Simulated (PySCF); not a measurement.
**[OsO3(H2O)2]2+: other spin states and a change of charge**

How does [OsO3(H2O)2]2+ respond at fixed geometry? The runs cover other spin states and a change of charge. The species was built from a template and needn't be a known compound.

The runs use PySCF 2.14.0; TPSS, Os def2-SVP with ECP60, O def2-SVP, H def2-SVP; scalar-relativistic core potentials, no spin–orbit coupling.

4 further runs of the same task are left out: 2 for a known fault of the program, 1 that didn't finish, 1 set aside as unsound or not needed.

## 1. Where the work starts

10 atoms, charge 2, spin multiplicity 1.

Bond lengths: Os1–O2 1.690 Å, Os1–O3 1.695 Å, Os1–O4 1.690 Å, Os1–O8 2.097 Å, O5–H6 0.991 Å, O5–H7 0.991 Å, O8–H9 0.993 Å, O8–H10 0.996 Å. Angles: O2–Os1–O3 105.0°, O2–Os1–O4 107.1°, O2–Os1–O8 124.3°, O3–Os1–O4 104.9°, O3–Os1–O8 84.8°, O4–Os1–O8 123.4°, H6–O5–H7 106.6°, Os1–O8–H9 123.9°, Os1–O8–H10 124.9°, H9–O8–H10 111.3°.

Coordinates:

```xyz
10
H4O5Os
Os    0.1362    0.0254    0.0865
O    -0.1344    0.5000    1.6860
O     1.7939   -0.3205    0.0073
O    -0.0673    1.3974   -0.8788
O    -2.0565   -0.3437   -0.1031
H    -2.6278   -0.4053    0.7047
H    -2.5864    0.1363   -0.7898
O    -0.1110   -1.9318   -0.6235
H    -0.9947   -2.3498   -0.7967
H     0.6333   -2.5599   -0.8317
```

Formal oxidation states: Os +8. An earlier session relaxed this geometry at TPSS, Os def2-SVP with ECP60, O def2-SVP, H def2-SVP (singlet, point group Cs).

Its energy there is -468.204668 Eh.

## 2. Multiplicity 3 at the relaxed geometry

run.py (the lines that set the calculation) reads:

```python
mol = gto.M(atom='''
Os     0.13623     0.02538     0.08647
O     -0.13439     0.50001     1.68599
O      1.79389    -0.32045     0.00729
O     -0.06729     1.39741    -0.87875
O     -2.05648    -0.34370    -0.10312
H     -2.62781    -0.40526     0.70468
H     -2.58641     0.13625    -0.78980
O     -0.11096    -1.93181    -0.62347
H     -0.99469    -2.34985    -0.79673
H      0.63331    -2.55992    -0.83168''',
    basis={'Os': 'def2-SVP', 'O': 'def2-SVP', 'H': 'def2-SVP'},
    ecp={'Os': 'def2-SVP'},
    charge=2, spin=2)
mf = dft.UKS(mol, xc='TPSS')
mf.grids.atom_grid = (50, 194)
mf = mf.density_fit()  # fitting sets: Os def2-universal-JKFIT, O def2-universal-JKFIT, H def2-universal-JKFIT
mf.conv_tol = 1e-08; mf.max_cycle = 55
mf.kernel(dm0)  # dm0: free metal ions and neutral atoms
```

Run with:

```bash
> OMP_NUM_THREADS=2 python run.py
```

Output:

```text
init E= -467.930151763935
cycle= 1 E= -467.311562544585  delta_E= 0.619  |g|= 1.29  |ddm|= 2.79
cycle= 2 E= -452.706026644711  delta_E= 14.6  |g|= 4.63  |ddm|= 5.81
cycle= 3 E= -467.753764812175  delta_E=  -15  |g|= 0.832  |ddm|= 5.53
cycle= 4 E= -466.329232662725  delta_E= 1.42  |g|= 1.94  |ddm|= 2.08
cycle= 5 E= -467.648282860436  delta_E= -1.32  |g|= 1.01  |ddm|= 1.98
cycle= 6 E= -467.926636055177  delta_E= -0.278  |g|= 0.637  |ddm|= 1.07
cycle= 7 E= -467.667517810353  delta_E= 0.259  |g|= 0.995  |ddm|= 1.16
cycle= 8 E= -468.032654908888  delta_E= -0.365  |g|= 0.424  |ddm|= 1.17
cycle= 9 E= -468.087467457718  delta_E= -0.0548  |g|= 0.243  |ddm|= 0.288
cycle= 10 E= -468.109423274862  delta_E= -0.022  |g|= 0.137  |ddm|= 0.256
cycle= 11 E= -468.11574693491  delta_E= -0.00632  |g|= 0.0685  |ddm|= 0.151
cycle= 12 E= -468.117679331641  delta_E= -0.00193  |g|= 0.0372  |ddm|= 0.142
cycle= 13 E= -468.118219535706  delta_E= -0.00054  |g|= 0.00941  |ddm|= 0.0325
cycle= 14 E= -468.118266811566  delta_E= -4.73e-05  |g|= 0.00324  |ddm|= 0.0158
cycle= 15 E= -468.118277005432  delta_E= -1.02e-05  |g|= 0.00171  |ddm|= 0.00953
cycle= 16 E= -468.118283077973  delta_E= -6.07e-06  |g|= 0.000667  |ddm|= 0.012
cycle= 17 E= -468.118283879986  delta_E= -8.02e-07  |g|= 0.000681  |ddm|= 0.00431
cycle= 18 E= -468.118284362366  delta_E= -4.82e-07  |g|= 0.000232  |ddm|= 0.00291
cycle= 19 E= -468.118284419401  delta_E= -5.7e-08  |g|= 0.000148  |ddm|= 0.00097
cycle= 20 E= -468.118284418028  delta_E= 1.37e-09  |g|= 0.000188  |ddm|= 0.000744
cycle= 21 E= -468.11828443431  delta_E= -1.63e-08  |g|= 4.02e-05  |ddm|= 0.000355
cycle= 22 E= -468.118284435393  delta_E= -1.08e-09  |g|= 1.78e-05  |ddm|= 9.02e-05
Extra cycle  E= -468.118284433317  delta_E= 2.08e-09  |g|= 7.47e-05  |ddm|= 6.7e-05
converged SCF energy = -468.118284433317  <S^2> = 2.0247268  2S+1 = 3.0164395
```

Run time: 16 s. Hardware: 2 threads of Arm Neoverse V2, shared host.

It gives: E = -468.118284 Eh (+2.351 eV from the relaxed state), HOMO -17.47 eV, LUMO -18.98 eV (over both spins), ⟨S²⟩ = 2.025, Mulliken charge on Os1 +1.32 e. An empty level of one spin lies below a filled level of the other.

## 3. One electron removed, multiplicity 2

Edit run.py (the lines that set the calculation) of step 2 so:

```diff
@@ -13,3 +13,3 @@
     ecp={'Os': 'def2-SVP'},
-    charge=2, spin=2)
+    charge=3, spin=1)
 mf = dft.UKS(mol, xc='TPSS')
@@ -18,2 +18,2 @@
 mf.conv_tol = 1e-08; mf.max_cycle = 55
-mf.kernel(dm0)  # dm0: free metal ions and neutral atoms
+mf.kernel(dm0)  # dm0: the density of the relaxed state
```

Run with:

```bash
> OMP_NUM_THREADS=2 python run.py
```

Output:

```text
init E= -468.20783657512
  HOMO = -0.733192453021  LUMO = -0.730342404311  gap/eV = 0.07755
cycle= 1 E= -467.296237069007  delta_E= 0.912  |g|= 0.335  |ddm|= 0.686
  HOMO = -0.97643835393  LUMO = -0.975058900258  gap/eV = 0.03754
cycle= 2 E= -466.811683545245  delta_E= 0.485  |g|= 1.05  |ddm|= 1.14
  HOMO = -0.970166063161  LUMO = -0.964916780934  gap/eV = 0.14284
cycle= 3 E= -467.002637239162  delta_E= -0.191  |g|= 0.894  |ddm|= 1.14
  HOMO = -0.984488304135  LUMO = -0.980002650527  gap/eV = 0.12206
cycle= 4 E= -467.177094889664  delta_E= -0.174  |g|= 0.613  |ddm|= 0.946
  HOMO = -0.993013376583  LUMO = -0.982345925988  gap/eV = 0.29028
cycle= 5 E= -467.270011158454  delta_E= -0.0929  |g|= 0.405  |ddm|= 1.01
  HOMO = -0.977843504286  LUMO = -0.974469866309  gap/eV = 0.09180
cycle= 6 E= -467.292575234483  delta_E= -0.0226  |g|= 0.332  |ddm|= 0.985
  HOMO = -0.978887429605  LUMO = -0.971236259045  gap/eV = 0.20820
cycle= 7 E= -467.261487487651  delta_E= 0.0311  |g|= 0.456  |ddm|= 0.728
  HOMO = -0.977199525476  LUMO = -0.973738532035  gap/eV = 0.09418
cycle= 8 E= -467.324297607714  delta_E= -0.0628  |g|= 0.25  |ddm|= 0.99
cycle= 9 E= -467.331246502378  delta_E= -0.00695  |g|= 0.212  |ddm|= 0.872
  HOMO = -0.974187007319  LUMO = -0.971288118397  gap/eV = 0.07888
cycle= 10 E= -467.314629361119  delta_E= 0.0166  |g|= 0.241  |ddm|= 0.819
cycle= 11 E= -467.339510695592  delta_E= -0.0249  |g|= 0.169  |ddm|= 0.694
  HOMO = -0.975074094823  LUMO = -0.972284386763  gap/eV = 0.07591
cycle= 12 E= -467.346573453348  delta_E= -0.00706  |g|= 0.108  |ddm|= 0.0874
  HOMO = -0.976824362597  LUMO = -0.970502952037  gap/eV = 0.17201
cycle= 13 E= -467.351219506282  delta_E= -0.00465  |g|= 0.0419  |ddm|= 0.0833
  HOMO = -0.976761843969  LUMO = -0.96807224525  gap/eV = 0.23646
cycle= 14 E= -467.352006300317  delta_E= -0.000787  |g|= 0.0113  |ddm|= 0.0487
  HOMO = -0.977709202517  LUMO = -0.96864355099  gap/eV = 0.24669
cycle= 15 E= -467.352009709315  delta_E= -3.41e-06  |g|= 0.0125  |ddm|= 0.0242
  HOMO = -0.97780054033  LUMO = -0.968659950047  gap/eV = 0.24873
cycle= 16 E= -467.352045504355  delta_E= -3.58e-05  |g|= 0.0106  |ddm|= 0.0074
  HOMO = -0.977904841441  LUMO = -0.968597408342  gap/eV = 0.25327
cycle= 17 E= -467.352071897925  delta_E= -2.64e-05  |g|= 0.00921  |ddm|= 0.00725
  HOMO = -0.977953083578  LUMO = -0.968324546694  gap/eV = 0.26201
cycle= 18 E= -467.352087147105  delta_E= -1.52e-05  |g|= 0.00874  |ddm|= 0.013
  HOMO = -0.978305323818  LUMO = -0.968442096955  gap/eV = 0.26839
cycle= 19 E= -467.352120242939  delta_E= -3.31e-05  |g|= 0.00535  |ddm|= 0.0167
  HOMO = -0.978300508942  LUMO = -0.968369381594  gap/eV = 0.27024
cycle= 20 E= -467.352134293936  delta_E= -1.41e-05  |g|= 0.00249  |ddm|= 0.00718
  HOMO = -0.978350465181  LUMO = -0.968356056682  gap/eV = 0.27196
cycle= 21 E= -467.352137110632  delta_E= -2.82e-06  |g|= 0.00178  |ddm|= 0.0059
  HOMO = -0.978400793515  LUMO = -0.968352839425  gap/eV = 0.27342
cycle= 22 E= -467.352138792834  delta_E= -1.68e-06  |g|= 0.00112  |ddm|= 0.00532
  HOMO = -0.978417895505  LUMO = -0.968352510794  gap/eV = 0.27389
cycle= 23 E= -467.352139796571  delta_E= -1e-06  |g|= 0.000728  |ddm|= 0.00561
  HOMO = -0.978460836028  LUMO = -0.968371655024  gap/eV = 0.27454
cycle= 24 E= -467.352140308901  delta_E= -5.12e-07  |g|= 0.000528  |ddm|= 0.00583
  HOMO = -0.978486924525  LUMO = -0.968396834295  gap/eV = 0.27457
cycle= 25 E= -467.352140513735  delta_E= -2.05e-07  |g|= 0.00034  |ddm|= 0.00321
  HOMO = -0.978486582138  LUMO = -0.968388822279  gap/eV = 0.27477
cycle= 26 E= -467.352140572441  delta_E= -5.87e-08  |g|= 0.000248  |ddm|= 0.00157
  HOMO = -0.97849036929  LUMO = -0.968401041658  gap/eV = 0.27454
cycle= 27 E= -467.352140627216  delta_E= -5.48e-08  |g|= 0.000132  |ddm|= 0.00148
  HOMO = -0.978483889454  LUMO = -0.968398826383  gap/eV = 0.27443
cycle= 28 E= -467.352140633732  delta_E= -6.52e-09  |g|= 5.21e-05  |ddm|= 0.000847
  HOMO = -0.978483165637  LUMO = -0.968398957466  gap/eV = 0.27441
Extra cycle  E= -467.352140590224  delta_E= 4.35e-08  |g|= 0.000322  |ddm|= 0.000302
converged SCF energy = -467.352140590224  <S^2> = 0.78177368  2S+1 = 2.0315252
```

Run time: 19 s. Hardware: 2 threads of Arm Neoverse V2, shared host.

Read off: E = -467.352141 Eh (+23.198 eV from the relaxed state), HOMO -26.63 eV, LUMO -26.35 eV (over both spins), ⟨S²⟩ = 0.782, Mulliken charge on Os1 +1.52 e. 

## 4. One electron added, multiplicity 2

Edit run.py (the lines that set the calculation) of step 3 so:

```diff
@@ -13,3 +13,3 @@
     ecp={'Os': 'def2-SVP'},
-    charge=3, spin=1)
+    charge=1, spin=1)
 mf = dft.UKS(mol, xc='TPSS')
```

Run with:

```bash
> OMP_NUM_THREADS=2 python run.py
```

Output:

```text
init E= -468.207625369384
  HOMO = -0.625427735734  LUMO = -0.618436410072  gap/eV = 0.19024
cycle= 1 E= -468.648110124017  delta_E= -0.44  |g|= 0.322  |ddm|= 1.09
  HOMO = -0.267266430727  LUMO = -0.252303904465  gap/eV = 0.40715
cycle= 2 E= -468.348862258939  delta_E= 0.299  |g|= 0.873  |ddm|= 1.23
  HOMO = -0.344506806036  LUMO = -0.311036142777  gap/eV = 0.91078
cycle= 3 E= -468.615736598824  delta_E= -0.267  |g|= 0.452  |ddm|= 1.05
  HOMO = -0.36984968442  LUMO = -0.345595536687  gap/eV = 0.65999
cycle= 4 E= -468.692878229931  delta_E= -0.0771  |g|= 0.149  |ddm|= 0.396
  HOMO = -0.371549436714  LUMO = -0.344671085403  gap/eV = 0.73140
cycle= 5 E= -468.699037060295  delta_E= -0.00616  |g|= 0.077  |ddm|= 0.156
  HOMO = -0.371859377656  LUMO = -0.343897555643  gap/eV = 0.76088
cycle= 6 E= -468.701005052181  delta_E= -0.00197  |g|= 0.0328  |ddm|= 0.077
  HOMO = -0.371791115154  LUMO = -0.343672225143  gap/eV = 0.76515
cycle= 7 E= -468.701227924217  delta_E= -0.000223  |g|= 0.0215  |ddm|= 0.0401
  HOMO = -0.371755437169  LUMO = -0.343594032087  gap/eV = 0.76631
cycle= 8 E= -468.701401809913  delta_E= -0.000174  |g|= 0.00639  |ddm|= 0.0275
  HOMO = -0.371653897054  LUMO = -0.343404019164  gap/eV = 0.76872
cycle= 9 E= -468.701419441362  delta_E= -1.76e-05  |g|= 0.00133  |ddm|= 0.00788
  HOMO = -0.371658409354  LUMO = -0.343360295915  gap/eV = 0.77003
cycle= 10 E= -468.70142048738  delta_E= -1.05e-06  |g|= 0.000549  |ddm|= 0.00244
  HOMO = -0.371677820489  LUMO = -0.343369945772  gap/eV = 0.77030
cycle= 11 E= -468.70142068177  delta_E= -1.94e-07  |g|= 0.000318  |ddm|= 0.00102
  HOMO = -0.371687624901  LUMO = -0.343372190265  gap/eV = 0.77050
cycle= 12 E= -468.701420743274  delta_E= -6.15e-08  |g|= 0.0001  |ddm|= 0.000546
  HOMO = -0.371680767352  LUMO = -0.343370140592  gap/eV = 0.77037
cycle= 13 E= -468.701420756934  delta_E= -1.37e-08  |g|= 3.49e-05  |ddm|= 0.000392
  HOMO = -0.371682432687  LUMO = -0.343374851225  gap/eV = 0.77029
cycle= 14 E= -468.701420758735  delta_E= -1.8e-09  |g|= 1.8e-05  |ddm|= 0.000183
  HOMO = -0.37168335925  LUMO = -0.343373369652  gap/eV = 0.77035
Extra cycle  E= -468.701420754469  delta_E= 4.27e-09  |g|= 0.000103  |ddm|= 8.87e-05
converged SCF energy = -468.701420754469  <S^2> = 0.75381772  2S+1 = 2.0038141
```

Run time: 10 s. Hardware: 2 threads of Arm Neoverse V2, shared host.

It gives: E = -468.701421 Eh (-13.517 eV from the relaxed state), HOMO -10.11 eV, LUMO -9.59 eV (over both spins), ⟨S²⟩ = 0.754, Mulliken charge on Os1 +1.18 e. 

## 5. The states side by side

| state | energy from the relaxed state (eV) | ⟨S²⟩ | time |
| --- | --- | --- | --- |
| charge +2, singlet, vacuum (relaxed) | 0 | 0.00 |  |
| charge +1, doublet, vacuum | -13.52 | 0.75 | 10 s |
| charge +2, triplet, vacuum | 2.35 | 2.02 | 16 s |
| charge +3, doublet, vacuum | 23.20 | 0.78 | 19 s |

An electron taken off or put on is at rest in vacuum. 

Removing an electron vertically costs 23.20 eV (doublet), against −HOMO = 19.98 eV. Adding an electron vertically releases 13.52 eV (doublet). The triplet lies 2.35 eV above at this geometry. These are double-zeta-type bases without diffuse functions. Spin–orbit coupling is left out.
